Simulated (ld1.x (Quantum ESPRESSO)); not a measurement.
**A PAW potential for B, from input to tests**

Aim: build the potential from the settings below, then test how well it stands in for the atom: other configurations, scattering, ghost states and the plane-wave cutoff that it needs.

Program: ld1.x (Quantum ESPRESSO) 7.5. Reference atom: PBE, scalar-relativistic, spherical and spin-unpolarised. All values are calculated.

**1. Starting point**

Typed settings, in words:

| Quantity | Value |
| --- | --- |
| element | boron (B, Z = 5) |
| type | PAW |
| frozen core | none |
| valence charge | 5 |
| reference configuration | 1s2 2s2 2p1 |
| partial waves | 1s (bound): rcut 0.50, rcutus 0.55 bohr; 2s (bound): rcut 0.50, rcutus 0.55 bohr; 2p (bound): rcut 2.60, rcutus 3.35 bohr; 2p channel at 0.25 Ry: rcut 2.60, rcutus 3.35 bohr; 3d channel at -0.15 Ry: rcut 2.40, rcutus 2.75 bohr; 3d channel at 2.15 Ry: rcut 2.40, rcutus 2.75 bohr |
| local potential | all-electron potential smoothed inside 1.40 bohr (lloc = -1) |
| core correction | not asked for |
| augmentation charge | BESSEL, radius 0.50 bohr |

An earlier all-electron run gives the scale for the radii.

All-electron outer shells of the reference configuration (PBE, scalar-relativistic, ld1.x):

```json
{"shell": "1s", "level (eV)": "-180.59", "outermost node (bohr)": "–", "outermost maximum (bohr)": "0.21"}
{"shell": "2s", "level (eV)": "-9.44", "outermost node (bohr)": "0.46", "outermost maximum (bohr)": "1.52"}
{"shell": "2p", "level (eV)": "-3.61", "outermost node (bohr)": "–", "outermost maximum (bohr)": "1.57"}
```

**2. Generating the potential**

Contents of B.in:

```
 &input
   title='B', zed=5., rel=1, dft='PBE', iswitch=3,
   config='[He] 2s2 2p1 3d-2',
   nld=3, rlderiv=3.65, eminld=-15.0, emaxld=5.0, deld=0.04
 /
 &inputp
   pseudotype=3, lpaw=.true., tm=.true., lloc=-1, rcloc=1.40,
   nlcc=.false.,
   which_augfun='BESSEL', rmatch_augfun=0.50,
   file_pseudopw='B.UPF', file_wfcaegen='ae.wfc', file_wfcncgen='nc.wfc', file_beta='beta', file_chi='chi', file_wfcusgen='us.wfc'
 /
6
1S  1  0   2.00   0.00  0.50  0.55  0.0
2S  2  0   2.00   0.00  0.50  0.55  0.0
2P  2  1   1.00   0.00  2.60  3.35  0.0
2P  2  1   0.00   0.25  2.60  3.35  0.0
3D  3  2  -2.00  -0.15  2.40  2.75  0.0
3D  3  2  -2.00   2.15  2.40  2.75  0.0
 &test
   configts(1)='1s2 2s2 2p1'
 /
```

Launch:

```
ld1.x < B.in > B.out
```

What the program wrote to B.out (without the banner and most projector matrices):

```text
     Program LD1 v.7.5
     --------------------------- All-electron run ----------------------------

     B
     scalar relativistic calculation

     atomic number is  5.00
     dft =PBE   lsd =0 sic =0 latt =0  beta=0.20 tr2=1.0E-14
     Exchange-correlation= PBE
                           (   1   4   3   4   0   0   0)
     mesh =1059 r(mesh) = 101.04461 a.u. xmin = -7.00 dx = 0.01250
     1 Ry =  13.60569312 eV, c = 137.03599908

     n l     nl                  e(Ry)          e(Ha)          e(eV)
     1 0     1S 1( 2.00)       -13.2731        -6.6366      -180.5900
     2 0     2S 1( 2.00)        -0.6941        -0.3470        -9.4431
     2 1     2P 1( 1.00)        -0.2651        -0.1326        -3.6070

     final scf error:  7.5E-15 reached in  32 iterations

     Etot =     -49.206684 Ry,     -24.603342 Ha,    -669.491037 eV

     Ekin =      49.037301 Ry,      24.518651 Ha,     667.186471 eV
     Encl =    -113.771076 Ry,     -56.885538 Ha,   -1547.934352 eV
     Eh   =      23.125741 Ry,      11.562870 Ha,     314.641731 eV
     Exc  =      -7.598649 Ry,      -3.799325 Ha,    -103.384887 eV

     normalization and overlap integrals

     s(1S/1S) =  1.000000  <r> =   0.3294  <r2> =    0.1474  r(max) =   0.2103
     s(2S/2S) =  1.000000  <r> =   1.9516  <r2> =    4.5978  r(max) =   1.5152
     s(2P/2P) =  1.000000  <r> =   2.3015  <r2> =    6.8902  r(max) =   1.5731

     ------------------------ End of All-electron run ------------------------

     --------------------- Generating PAW atomic setup --------------------

      Generating local potential from pseudized AE potential:
      Matching radius rcloc =   1.4000

      Local pseudo, rcloc= 1.406 Estimated cut-off energy=    11.97 Ry

      Computing core charge for PAW:
      Integrated core pseudo-charge :   0.00
      Wfc-us  1S rcutus= 0.544  Estimated cut-off energy=   168.47 Ry
      Wfc-us  2S rcutus= 0.544  Estimated cut-off energy=   343.05 Ry
      Wfc-us  2P rcutus= 3.372  Estimated cut-off energy=     7.06 Ry
      Wfc-us  2P rcutus= 3.372  Estimated cut-off energy=    13.58 Ry
      Wfc-us  3D rcutus= 2.761  Estimated cut-off energy=    13.25 Ry
      Wfc-us  3D rcutus= 2.761  Estimated cut-off energy=    17.88 Ry

     Required augmentation: BESSEL   radius:    0.500000
     Suggested rho cutoff for augmentation: 390.29 Ry

     Estimated PAW energy =  -49.206682 Ryd

     The PAW screened D coefficients
   -18.74749    -3.43578     0.00000     0.00000     0.00000     0.00000
    -3.43578    -1.01876     0.00000     0.00000     0.00000     0.00000
     0.00000     0.00000    -0.18894    -0.02144     0.00000     0.00000
     0.00000     0.00000    -0.02144    -0.17210     0.00000     0.00000
     0.00000     0.00000     0.00000     0.00000    -0.00038    -0.00662
     0.00000     0.00000     0.00000     0.00000    -0.00662     0.02671

     The PAW descreened D coefficients (US)
   -16.67296    -3.25516     0.00000     0.00000     0.00000     0.00000
    -3.25516    -0.95247     0.00000     0.00000     0.00000     0.00000
     0.00000     0.00000     4.11973     0.61172     0.00000     0.00000
     0.00000     0.00000     0.61172    -2.01646     0.00000     0.00000
     0.00000     0.00000     0.00000     0.00000    -0.04489     0.01908
     0.00000     0.00000     0.00000     0.00000     0.01908     0.26083

     ------------------- End of pseudopotential generation -------------------

     [... the all-electron block is printed once more ...]


     Computing logarithmic derivative in   3.65769

       Warning: n=1, l=0 expected 0 nodes, found 1
       Setting wfc to zero for this iteration
       (This warning will only be printed once per wavefunction)

     Computing logarithmic derivative in   3.65769
     Computing the partial wave expansion
     R is outside the sphere for l=    0 j= 0.00
     R is outside the sphere for l=    0 j= 0.00
     R is outside the sphere for l=    1 j= 0.00
     R is outside the sphere for l=    1 j= 0.00
     R is outside the sphere for l=    2 j= 0.00
     R is outside the sphere for l=    2 j= 0.00

     ---------------------- Testing the pseudopotential ----------------------

     B
     scalar relativistic calculation

     atomic number is  5.00   valence charge is  5.00
     dft = SLA  PW   PBX  PBC   lsd =0 sic =0 latt =0  beta=0.20 tr2=1.0E-14
     mesh =1059 r(mesh) = 101.04461 xmin = -7.00 dx = 0.01250

     n l     nl             e AE (Ry)        e PS (Ry)    De AE-PS (Ry)
     1 0     1S   1( 2.00)      -13.27312      -13.27294       -0.00018
     2 0     2S   1( 2.00)       -0.69405       -0.69403       -0.00003
     2 1     2P   1( 1.00)       -0.26511       -0.26531        0.00020

     eps = 9.9E-15  iter = 15

     Etot =     -49.206684 Ry,     -24.603342 Ha,    -669.491037 eV
     Etotps =   -49.206690 Ry,     -24.603345 Ha,    -669.491126 eV

     Ekin =      49.039601 Ry,      24.519800 Ha,     667.217760 eV
     Encl =    -113.773430 Ry,     -56.886715 Ha,   -1547.966368 eV
     Ehrt =      23.126046 Ry,      11.563023 Ha,     314.645891 eV
     Ecxc =      -7.598908 Ry,      -3.799454 Ha,    -103.388409 eV

     ---------------------- End of pseudopotential test ----------------------
```

Wall time 2 s (1 thread of Neoverse-V2, shared host). (Generation and the later configuration tests together.)

All-electron and pseudo partial waves u(r) = r·R(r), from the program's wave files:

```tsv
r (bohr)	2p AE	2p PS
0.168	0.0657	0.0088
0.335	0.1849	0.0343
0.503	0.3049	0.0751
0.670	0.4064	0.1277
0.838	0.4870	0.1891
1.005	0.5481	0.2544
1.172	0.5903	0.3196
1.340	0.6155	0.3812
1.508	0.6263	0.4350
1.675	0.6256	0.4784
1.842	0.6160	0.5097
2.010	0.5997	0.5285
2.178	0.5785	0.5350
2.345	0.5543	0.5304
2.512	0.5279	0.5167
2.680	0.5003	0.4962
2.848	0.4722	0.4713
3.015	0.4445	0.4445
3.182	0.4173	0.4173
3.350	0.3907	0.3907
3.518	0.3652	0.3652
3.685	0.3410	0.3410
3.852	0.3179	0.3179
4.020	0.2960	0.2960
4.188	0.2752	0.2752
4.355	0.2559	0.2559
```

**3. Transferability test**

Contents of B.test.in:

```
 &input
   title='B', zed=5., rel=1, dft='PBE', iswitch=2,
   config='[He] 2s2 2p1 3d-2'
 /
 &test
   file_pseudo='B.UPF', nconf=8,
   configts(1)='1s2 2s2 2p1',
   configts(2)='1s2 2s2 2p0',
   configts(3)='1s2 2s1 2p0',
   configts(4)='1s2 2s0 2p0',
   configts(5)='1s2 2s1 2p1',
   configts(6)='1s1 2s2 2p1',
   configts(7)='1s2 2s2 2p0.5',
   configts(8)='1s2 2s1 2p2'
 /
```

Launch:

```
ld1.x < B.test.in > B.test.out
```

B.test.out, the pseudopotential blocks, each with the warnings that came before it:

```text
     Warning: n=1, l=0 expected 0 nodes, found 1
     ---------------------- Testing the pseudopotential ----------------------

     B
     scalar relativistic calculation

     atomic number is  5.00   valence charge is  5.00
     dft =SLA  PW   PBX  PBC   lsd =0 sic =0 latt =0  beta=0.20 tr2=1.0E-14
     mesh =1059 r(mesh) = 101.04461 xmin = -7.00 dx = 0.01250

     n l     nl             e AE (Ry)        e PS (Ry)    De AE-PS (Ry)
     1 0     1S   1( 2.00)      -13.27312      -13.27294       -0.00018
     2 0     2S   1( 2.00)       -0.69405       -0.69403       -0.00003
     2 1     2P   1( 1.00)       -0.26511       -0.26531        0.00020

     eps = 8.8E-15  iter = 12

     Etot =     -49.206684 Ry,     -24.603342 Ha,    -669.491038 eV
     Etotps =   -49.206691 Ry,     -24.603346 Ha,    -669.491140 eV

     Ekin =      49.039601 Ry,      24.519800 Ha,     667.217757 eV
     Encl =    -113.773431 Ry,     -56.886715 Ha,   -1547.966382 eV
     Ehrt =      23.126047 Ry,      11.563023 Ha,     314.645895 eV
     Ecxc =      -7.598908 Ry,      -3.799454 Ha,    -103.388410 eV

     ---------------------- End of pseudopotential test ----------------------

     ---------------------- Testing the pseudopotential ----------------------

     B
     [...]
     n l     nl             e AE (Ry)        e PS (Ry)    De AE-PS (Ry)
     1 0     1S   1( 2.00)      -14.23125      -14.25912        0.02787  !
     2 0     2S   1( 2.00)       -1.43403       -1.44855        0.01452  !
     2 1     2P   1( 0.00)       -0.98227       -0.97626       -0.00601  !

     eps = 6.5E-15  iter = 14

     Etot =     -48.602552 Ry,     -24.301276 Ha,    -661.271411 eV
     Etotps =   -48.626552 Ry,     -24.313276 Ha,    -661.597944 eV
     dEtot_ae =       0.604131 Ry
     dEtot_ps =       0.580139 Ry,   Delta E=       0.023992 Ry

     [...]
     ---------------------- End of pseudopotential test ----------------------

     ---------------------- Testing the pseudopotential ----------------------

     B
     [...]
     n l     nl             e AE (Ry)        e PS (Ry)    De AE-PS (Ry)
     1 0     1S   1( 2.00)      -15.52109      -15.53908        0.01799  !
     2 0     2S   1( 1.00)       -2.31339       -2.32482        0.01143  !
     2 1     2P   1( 0.00)       -1.87356       -1.87527        0.00172

     eps = 5.0E-15  iter = 14

     Etot =     -46.734041 Ry,     -23.367020 Ha,    -635.849013 eV
     Etotps =   -46.744344 Ry,     -23.372172 Ha,    -635.989196 eV
     dEtot_ae =       2.472643 Ry
     dEtot_ps =       2.462347 Ry,   Delta E=       0.010296 Ry

     [...]
     ---------------------- End of pseudopotential test ----------------------

     Warning: n=2, l=1 expected 0 nodes, found 1
     ---------------------- Testing the pseudopotential ----------------------

     B
     [...]
     n l     nl             e AE (Ry)        e PS (Ry)    De AE-PS (Ry)
     1 0     1S   1( 2.00)      -17.00623      -16.99471       -0.01151  !
     2 0     2S   1( 0.00)       -3.07681       -3.06981       -0.00700  !
     2 1     2P   1( 0.00)       -2.70846       -2.65923       -0.04923  !

     eps = 3.8E-16  iter = 32

     Etot =     -43.978183 Ry,     -21.989092 Ha,    -598.353667 eV
     Etotps =   -43.983817 Ry,     -21.991909 Ha,    -598.430323 eV
     dEtot_ae =       5.228500 Ry
     dEtot_ps =       5.222874 Ry,   Delta E=       0.005627 Ry

     [...]
     ---------------------- End of pseudopotential test ----------------------

     ---------------------- Testing the pseudopotential ----------------------

     B
     [...]
     n l     nl             e AE (Ry)        e PS (Ry)    De AE-PS (Ry)
     1 0     1S   1( 2.00)      -14.26037      -14.28028        0.01992  !
     2 0     2S   1( 1.00)       -1.43999       -1.44345        0.00347
     2 1     2P   1( 1.00)       -0.98910       -0.99732        0.00822  !

     eps = 9.6E-16  iter = 51

     Etot =     -48.151191 Ry,     -24.075596 Ha,    -655.130332 eV
     Etotps =   -48.150540 Ry,     -24.075270 Ha,    -655.121475 eV
     dEtot_ae =       1.055492 Ry
     dEtot_ps =       1.056151 Ry,   Delta E=      -0.000658 Ry

     [...]
     ---------------------- End of pseudopotential test ----------------------

     BEWARE! Errors in PS-KS equations
     ---------------------- Testing the pseudopotential ----------------------

     B
     [...]
     n l     nl             e AE (Ry)        e PS (Ry)    De AE-PS (Ry)
     1 0     1S   1( 1.00)      -17.23976      -18.83567        1.59591  !
     2 0     2S   1( 2.00)       -1.74502       -2.77602        1.03100  !
     2 1     2P   1( 1.00)       -1.29921       -1.22645       -0.07275  !

     eps = 8.3E-15  iter = 32

     Etot =     -33.986705 Ry,     -16.993352 Ha,    -462.412672 eV
     Etotps =   -33.330293 Ry,     -16.665146 Ha,    -453.481738 eV
     dEtot_ae =      15.219979 Ry
     dEtot_ps =      15.876398 Ry,   Delta E=      -0.656419 Ry

     [...]
     ---------------------- End of pseudopotential test ----------------------

     ---------------------- Testing the pseudopotential ----------------------

     B
     [...]
     n l     nl             e AE (Ry)        e PS (Ry)    De AE-PS (Ry)
     1 0     1S   1( 2.00)      -13.70257      -13.69106       -0.01151  !
     2 0     2S   1( 2.00)       -1.03851       -1.03807       -0.00044
     2 1     2P   1( 0.50)       -0.59442       -0.55788       -0.03654  !

     eps = 9.0E-15  iter = 32

     Etot =     -48.994466 Ry,     -24.497233 Ha,    -666.603665 eV
     Etotps =   -49.007660 Ry,     -24.503830 Ha,    -666.783189 eV
     dEtot_ae =       0.212218 Ry
     dEtot_ps =       0.199031 Ry,   Delta E=       0.013187 Ry

     [...]
     ---------------------- End of pseudopotential test ----------------------

     ---------------------- Testing the pseudopotential ----------------------

     B
     [...]
     n l     nl             e AE (Ry)        e PS (Ry)    De AE-PS (Ry)
     1 0     1S   1( 2.00)      -13.35766      -13.04531       -0.31235  !
     2 0     2S   1( 1.00)       -0.72916       -0.65225       -0.07691  !
     2 1     2P   1( 2.00)       -0.29827       -0.17339       -0.12488  !

     eps = 7.3E-15  iter = 45

     Etot =     -48.776654 Ry,     -24.388327 Ha,    -663.640180 eV
     Etotps =   -48.695115 Ry,     -24.347558 Ha,    -662.530795 eV
     dEtot_ae =       0.430030 Ry
     dEtot_ps =       0.511576 Ry,   Delta E=      -0.081546 Ry

     [...]
     ---------------------- End of pseudopotential test ----------------------
```

1 test gave no usable energy difference (1s1 2s2 2p1).

The tests as a table, with energies relative to 1s2 2s2 2p1. A star marks tests that logged a warning.

```tsv
valence configuration	charge	ΔE all-electron (eV)	error AE − PS (meV)
1s2 2s2 2p0	+1	8.220	+326
1s2 2s1 2p0	+2	33.642	+140
1s2 2s0 2p0 *	+3	71.137	+77
1s2 2s1 2p1	+1	14.361	-9.0
1s2 2s2 2p0.5	+0.5	2.887	+179
1s2 2s1 2p2	0	5.851	-1109
```

**4. Scattering by logarithmic derivatives**

Taken from the files of the generation run. The phase is arctan(r·u′/u) with u = r·R, unwrapped, with energies in Ry. A pole is an energy at which the radial function vanishes at the test radius. The pseudo phase is shifted by a multiple of π to meet the all-electron one at the reference energy. Levels narrower than the energy grid can be missing from the poles. Left out: p, where the overlap operator is not positive , so their phases aren't trusted. The last column is the largest difference on the grid between −1 and +1 Ry.

```tsv
channel	radius (bohr)	reference (Ry)	poles AE	poles PS	window around the reference with phases within 0.05 rad (Ry)	largest difference near zero (rad)
s	3.66	-0.69	-0.58, 2.19	-0.58, 2.19	the whole range	0.001
d	3.66	-0.15	1.54, 4.73	1.54, 4.89	the whole range	0.001
```

Phases (rad) along the scan:

```tsv
E (Ry)	d AE	d PS	s AE	s PS
-15.00	1.501	1.501	1.500	1.500
-14.04	1.498	1.498	1.497	1.497
-13.08	1.496	1.496	1.494	1.494
-12.12	1.493	1.493	1.491	1.491
-11.16	1.490	1.490	1.488	1.488
-10.20	1.486	1.486	1.484	1.484
-9.24	1.482	1.482	1.480	1.480
-8.28	1.477	1.477	1.474	1.474
-7.32	1.471	1.471	1.468	1.468
-6.36	1.464	1.464	1.460	1.460
-5.40	1.456	1.456	1.450	1.450
-4.44	1.444	1.444	1.436	1.436
-3.48	1.429	1.429	1.417	1.417
-2.52	1.406	1.406	1.385	1.385
-1.56	1.368	1.368	1.314	1.314
-0.60	1.280	1.280	-1.534	-1.534
0.36	0.719	0.719	-2.209	-2.209
1.32	-1.492	-1.492	-4.477	-4.477
2.28	-1.805	-1.805	-4.726	-4.726
3.24	-4.255	-4.237	-4.882	-4.882
4.20	-4.651	-4.641	-6.323	-6.298
```

**5. Cutoff and ghost test in a Bessel basis**

A separate test, outside the generator: the pseudo-atom's Hamiltonian at the reference potential is diagonalised in spherical Bessel functions j_l(qr) that vanish at 20 bohr, with q² up to the cutoff.

No cutoffs are read. The overlap operator is not positive in p (lowest eigenvalue -0.545), so the test is not defined there. The ghost test is not conclusive.

**6. What came out**

```
                                                quantity                                         value
                                                 cutoffs                                not determined
                                            bound ghosts                                not determined
                            largest test error (AE − PS)  -1109 meV, for 1s2 2s1 2p2 (1 test unsolved)
largest phase difference near zero energy, channels read                                     0.001 rad
         lowest eigenvalue of the overlap (Bessel basis)                                    -0.545 (p)
```

In words: The overlap operator is not positive definite in p, so a plane-wave run would break down once the basis is large enough. By total energies transferability is poor: the largest error is 1109 meV on 5.9 eV, for 1s2 2s1 2p2. Of the tests 1 gave no usable energy difference, which is a warning in itself. No cutoffs are read. Ghosts could not be judged. Near zero energy the phases of the channels with partial waves that could be evaluated agree within 0.001 rad. These are tests on the free atom; a crystal test is still owed.
